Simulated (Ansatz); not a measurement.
This script for the Ansatz DFT code, driven from Python starts 6 runs on BH6NO2Si, SMILES N[SiH](O)BO. What input does the engine get in each?

`methods.py`:
```python
"""BH6NO2Si at several levels of theory."""

from pathlib import Path
import warnings

import ansatz as az
import numpy as np

warnings.simplefilter("ignore", az.DeckWarning)

bh6no2si = (
    az.Crystal.molecule()
    .atom("N", (0.0541, 0.8337, 1.6203))
    .atom("Si", (-0.7813, 0.0601, 0.2206))
    .atom("O", (-0.9987, 1.1771, -1.0867))
    .atom("B", (0.3914, -1.4216, -0.3597))
    .atom("O", (1.6878, -1.2098, -0.8274))
    .atom("H", (-0.5944, 1.7132, 1.8528))
    .atom("H", (0.9399, 1.2651, 1.2663))
    .atom("H", (-2.0602, -0.418, 0.6249))
    .atom("H", (-0.0469, 1.5224, -1.2169))
    .atom("H", (-0.12, -2.5271, -0.3095))
    .atom("H", (1.5937, -1.052, -1.7641))
)

setup = (
    bh6no2si.calculation()
    .basis(gaussian="cc-pVDZ")
    .scf(lower_state_search="standard")
)

print("functional    E (Ha)        dipole (D)   HOMO (eV)  LUMO (eV)")
for name in ["lc_wpbe", "hse06", "pbe0", "r2scan0", "lda", "cam_b3lyp"]:
    r = setup.functional(name).forces().orbitals().run(threads=1, runs_dir="runs").report
    lines = Path(r["orbitals_path"]).read_text().splitlines()
    field_of = lambda key: [line.split("=")[1].strip() for line in lines if line.startswith(key)]
    orbitals = [(27.211386 * float(e), s, float(n)) for e, s, n in zip(field_of("Ene="), field_of("Spin="), field_of("Occup="))]
    homo = max(e for e, _, n in orbitals if n > 0.5)
    lumo = min(e for e, _, n in orbitals if n < 0.5)
    dipole = 4.803205 * np.linalg.norm(r["charge_distribution"]["dipole_moment_e_ang"])
    print(f"{name:10s} {r['free_energy_ev'] / 27.211386246:14.6f} {dipole:9.3f} {homo:11.3f} {lumo:10.3f}")
```

Run 1:
```yaml
crystal:
  periodic: [false, false, false]
  atoms:
    - { symbol: "N", position_ang: [0.0541, 0.8337, 1.6203] }
    - { symbol: Si, position_ang: [-0.7813, 0.0601, 0.2206] }
    - { symbol: O, position_ang: [-0.9987, 1.1771, -1.0867] }
    - { symbol: B, position_ang: [0.3914, -1.4216, -0.3597] }
    - { symbol: O, position_ang: [1.6878, -1.2098, -0.8274] }
    - { symbol: H, position_ang: [-0.5944, 1.7132, 1.8528] }
    - { symbol: H, position_ang: [0.9399, 1.2651, 1.2663] }
    - { symbol: H, position_ang: [-2.0602, -0.418, 0.6249] }
    - { symbol: H, position_ang: [-0.0469, 1.5224, -1.2169] }
    - { symbol: H, position_ang: [-0.12, -2.5271, -0.3095] }
    - { symbol: H, position_ang: [1.5937, -1.052, -1.7641] }
basis:
  gaussian:
    orbitals: cc-pVDZ
hamiltonian:
  xc: lc_wpbe
scf:
  lower_state_search: standard
output:
  orbitals: {}
  forces: true
```

Run 2, against run 1:
```diff
-  xc: lc_wpbe
+  xc: hse06
```

Run 3, against run 1:
```diff
-  xc: lc_wpbe
+  xc: pbe0
```

Run 4, against run 1:
```diff
-  xc: lc_wpbe
+  xc: r2scan0
```

Run 5, against run 1:
```diff
-  xc: lc_wpbe
+  xc: lda
```

Run 6, against run 1:
```diff
-  xc: lc_wpbe
+  xc: cam_b3lyp
```

Output of `python methods.py`:
```text
functional    E (Ha)        dipole (D)   HOMO (eV)  LUMO (eV)
lc_wpbe       -522.966321     2.216      -9.457      0.740
hse06         -522.803246     2.216      -6.363     -2.046
pbe0          -522.820846     2.212      -6.766     -1.660
r2scan0       -523.021530     2.209      -6.967     -1.485
lda           -520.191583     2.444      -5.405     -2.846
cam_b3lyp     -523.112466     2.185      -8.145     -0.459
```

Reading the output:
- The settings weren't tested for convergence.
- The geometry is a force-field or estimated start, not a minimum of this method, and the basis set is short of its limit. A lower total doesn't mark the better method: functionals have no common bound, and MP2 and coupled cluster aren't variational.
- Levels such as HOMO and LUMO are orbital energies: with these approximate functionals they aren't the ionisation energy and electron affinity, and their gap isn't the fundamental gap.
- For Al to Cl the sets with a tight d function, cc-pV(X+d)Z, are usual.
- hse06 follows the composition of plane-wave codes, whose totals differ by tens of mHa, up to about 0.1 Ha, from the form usual in Gaussian-basis programs (wpbeh).
- Finished in 17 s on 1 thread of Intel(R) Xeon(R) 6975P-C (Granite Rapids), on a shared host, peak memory 0.32 GiB.

(Lines on the test bed's own set-up are left out of the output.)
